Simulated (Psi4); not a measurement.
# CuF (fluorocopper) at 3 levels

We compute a comparison of 3 runs (HF/STO-3G, B3LYP/6-31G*, wB97X-V/def2-TZVPP) of CuF (fluorocopper). 

The calculation is run with Psi4 1.11.

1 further run of the same task is left out (set aside as unsound or not needed).

### 1 Starting point

The species is CuF (2 atoms), meant as a singlet with charge 0. As SMILES, `[F][Cu]`. The F1–Cu2 distance was set to 2.647 Å, away from the relaxed value.

Bond lengths: F1–Cu2 2.647 Å.

### 2 A single-point energy at HF/STO-3G (run 1)

The input, calc.py:

```python
import psi4

psi4.set_memory('2200 MB')
psi4.set_num_threads(1)
psi4.core.set_output_file('run.log', False)

molecule = psi4.geometry("""
F
Cu 1 2.647
units angstrom
symmetry c1
no_reorient
no_com
""")

psi4.set_options({
    'reference': 'rhf',
    'puream': True,
    'e_convergence': 1e-09,
    'd_convergence': 1e-08,
    'scf_type': 'pk',
})

e_tot, wfn = psi4.energy('scf/STO-3G', molecule=molecule, return_wfn=True)
psi4.oeprop(wfn, 'QUADRUPOLE', 'MULLIKEN_CHARGES', 'WIBERG_LOWDIN_INDICES', title='SCF')
print(f'total energy {e_tot:.8f} hartree = {e_tot * 27.211386:.5f} eV')
for k, v in sorted(psi4.core.scalar_variables().items()):
    print(f'{k:45s} {v:18.10f}')
```

Launch:

```sh
$ python calc.py
```

run.log:

```text
[...]
  Running in c1 symmetry.
[...]
  Nuclear repulsion =   52.178032483895002
[...]
  Multiplicity = 1
[...]
  Nalpha       = 19
  Nbeta        = 19
[...]
    Number of basis functions: 23
[...]
   @RHF iter   1: -1716.21697808517843   -1.00507e+00   2.79650e-02 DIIS/ADIIS
[...]
   @RHF iter  22: -1718.19030354538768    0.00000e+00   1.44467e-09 DIIS
[...]
  @RHF Final Energy: -1718.19030354538768
   => Energetics <=
    Nuclear Repulsion Energy =             52.1780324838950023
    One-Electron Energy =               -2501.8512092379619389
    Two-Electron Energy =                 731.4828732086790524
    Total Energy =                      -1718.1903035453879056
[...]
 Multipole Moments:
 ------------------------------------------------------------------------------------
     Multipole            Electronic (a.u.)      Nuclear  (a.u.)        Total (a.u.)
 ------------------------------------------------------------------------------------
 L = 1.  Multiply by 2.5417464519 to convert [e a0] to [Debye]
 Dipole X            :          0.0000000            0.0000000            0.0000000
 Dipole Y            :          0.0000000            0.0000000            0.0000000
 Dipole Z            :          1.3375884           -0.9410200            0.3965684
 Magnitude           :                                                    0.3965684
 L = 2.  Multiply by 1.3450342976 to convert [e a0^2] to [Debye ang]
 Quadrupole XX       :        -14.1025202            0.0000000          -14.1025202
 Quadrupole XY       :         -0.0094899            0.0000000           -0.0094899
[...]
```

The script printed:

```text
total energy -1718.19030355 hartree = -46754.33957 eV
CURRENT ENERGY                                  -1718.1903035454
CURRENT REFERENCE ENERGY                        -1718.1903035454
DD SOLVATION ENERGY                                 0.0000000000
HF KINETIC ENERGY                                1714.7700988209
HF POTENTIAL ENERGY                             -3432.9604023663
HF TOTAL ENERGY                                 -1718.1903035454
HF VIRIAL RATIO                                     2.0019945558
NUCLEAR REPULSION ENERGY                           52.1780324839
ONE-ELECTRON ENERGY                             -2501.8512092380
PCM POLARIZATION ENERGY                             0.0000000000
PE ENERGY                                           0.0000000000
SCF ITERATION ENERGY                            -1718.1903035454
SCF ITERATIONS                                     22.0000000000
SCF TOTAL ENERGY                                -1718.1903035454
TWO-ELECTRON ENERGY                               731.4828732087
```

Wall time 5.7 s (1 thread of Intel Xeon at 2.50GHz (Skylake/Cascade Lake), shared host); peak memory 0.19 GiB.

### 3 The energy at B3LYP/6-31G(d) (spherical functions) (run 2)

The input, cuf.xyz:

```xyz
2
CuF
F      1.501988    -0.537869     0.754144
Cu    -0.751010     0.268940    -0.377080
```

The input, run.py:

```python
import numpy as np
from ase.calculators.psi4 import Psi4
from ase.io import read

mol = read('cuf.xyz')
calc = Psi4(atoms=mol, method='b3lyp', basis='6-31G*', memory='2200MB', num_threads=1, charge=0, multiplicity=1, label='cuf')
calc.psi4.set_options({'puream': True, 'e_convergence': 1e-09, 'd_convergence': 1e-08, 'scf_type': 'pk', 'dft_radial_points': 99, 'dft_spherical_points': 590})
mol.calc = calc

print(f'energy: {mol.get_potential_energy():.6f} eV')
```

Launch:

```sh
$ python run.py
```

cuf.dat:

```text
[...]
  Running in c1 symmetry.
[...]
  Nuclear repulsion =   52.178034387859107
[...]
  Multiplicity = 1
[...]
  Nalpha       = 19
  Nbeta        = 19
[...]
    Number of basis functions: 48
[...]
   @RKS iter   1: -1736.40928404824672    5.85165e-01   6.77010e-02 DIIS/ADIIS
[...]
   @RKS iter  21: -1739.92648953456614   -6.82121e-13   7.01296e-09 DIIS
[...]
  @RKS Final Energy: -1739.92648953456614
   => Energetics <=
    Nuclear Repulsion Energy =             52.1780343878591069
    One-Electron Energy =               -2532.6632881810000981
    Two-Electron Energy =                 803.2419489326299527
    DFT Exchange-Correlation Energy =     -62.6831846740550489
    Empirical Dispersion Energy =           0.0000000000000000
    VV10 Nonlocal Energy =                  0.0000000000000000
    Total Energy =                      -1739.9264895345663717
[...]
 Multipole Moments:
 ------------------------------------------------------------------------------------
     Multipole            Electronic (a.u.)      Nuclear  (a.u.)        Total (a.u.)
 ------------------------------------------------------------------------------------
 L = 1.  Multiply by 2.5417464519 to convert [e a0] to [Debye]
 Dipole X            :         -3.0198412            0.8009505           -2.2188907
 Dipole Y            :          1.0814191           -0.2868241            0.7945950
 Dipole Z            :         -1.5162538            0.4021550           -1.1140988
 Magnitude           :                                                    2.6069279
[...]
```

The script printed:

```text
energy: -47345.811361 eV
```

It took 13 s on 1 thread of Intel Xeon at 2.50GHz (Skylake/Cascade Lake), shared host; peak memory 0.39 GiB.

### 4 A single-point energy at wB97X-V/def2-TZVPP (run 3)

The input, input.dat:

```
memory 2200 mb

molecule molecule1 {
  0 1
  F      2.83834596    -1.01642510     1.42512562
  Cu    -1.41920322     0.50822294    -0.71257793
  units au
  symmetry c1
}

set {
  basis def2-TZVPP
  reference rks
  puream true
  e_convergence 1e-09
  d_convergence 1e-08
  scf_type pk
  dft_radial_points 99
  dft_spherical_points 590
}

e_tot = energy('wb97x-v')
```

Launch:

```sh
$ psi4 input.dat output.dat -n 1
```

output.dat:

```text
[...]
  Running in c1 symmetry.
[...]
  Nuclear repulsion =   52.178034400808798
[...]
  Multiplicity = 1
[...]
  Nalpha       = 19
  Nbeta        = 19
[...]
    Number of basis functions: 95
[...]
   @RKS iter   1: -1737.38821975261158   -7.31731e-01   4.36109e-02 DIIS/ADIIS
[...]
   @RKS iter  15: -1740.13032584078201   -7.95808e-12   5.29910e-09 DIIS
[...]
  @RKS Final Energy: -1740.13032584078201
   => Energetics <=
    Nuclear Repulsion Energy =             52.1780344008087980
    One-Electron Energy =               -2531.3174762600247050
    Two-Electron Energy =                 798.6740735534616533
    DFT Exchange-Correlation Energy =     -59.8281506558110223
    Empirical Dispersion Energy =           0.0000000000000000
    VV10 Nonlocal Energy =                  0.1631931207831517
    Total Energy =                      -1740.1303258407817793
[...]
 Multipole Moments:
 ------------------------------------------------------------------------------------
     Multipole            Electronic (a.u.)      Nuclear  (a.u.)        Total (a.u.)
 ------------------------------------------------------------------------------------
 L = 1.  Multiply by 2.5417464519 to convert [e a0] to [Debye]
 Dipole X            :          0.0000000           -0.0000000            0.0000000
 Dipole Y            :         -0.0000000            0.0000000           -0.0000000
 Dipole Z            :         -4.4916772            0.9410199           -3.5506573
 Magnitude           :                                                    3.5506573
[...]
```

It took 54 s on 1 thread of Intel Xeon at 2.50GHz (Skylake/Cascade Lake), shared host; peak memory 0.68 GiB.

### 5 Overview of the runs

```csv
run,level,integration grid,energy (Eh),dipole moment (D),HOMO energy (eV),LUMO energy (eV),wall time
1,HF/STO-3G,–,-1718.190304,1.01,-5.80,2.51,5.7 s
2,B3LYP/6-31G* (spherical functions),99 radial × 590 angular,-1739.926490,6.63,-6.22,-4.10,13 s
3,wB97X-V/def2-TZVPP,99 radial × 590 angular,-1740.130326,9.02,-9.24,-2.20,54 s
```

### 6 Results

| quantity | value |
| --- | --- |
| run 3: total energy | -1740.13033 Eh |
| run 3: dipole moment | 9.02 D |
| run 3: HOMO energy | -9.24 eV |
| run 3: LUMO energy | -2.20 eV |
| run 3: HOMO–LUMO gap | 7.04 eV |

What this shows: The dipole moment (its size) runs from 1.01 D (HF/STO-3G) to 9.02 D (wB97X-V/def2-TZVPP). The two ends differ in method and basis. So wide a spread suggests that the runs ended on unlike SCF solutions, not only an effect of the method. The HOMO–LUMO gap runs from 2.12 eV (B3LYP/6-31G*) to 8.31 eV (HF/STO-3G). Totals of different functionals can't be ranked against each other. In run 1 the basis is minimal, so the values are rough. All runs together took 73 s, the longest 54 s.
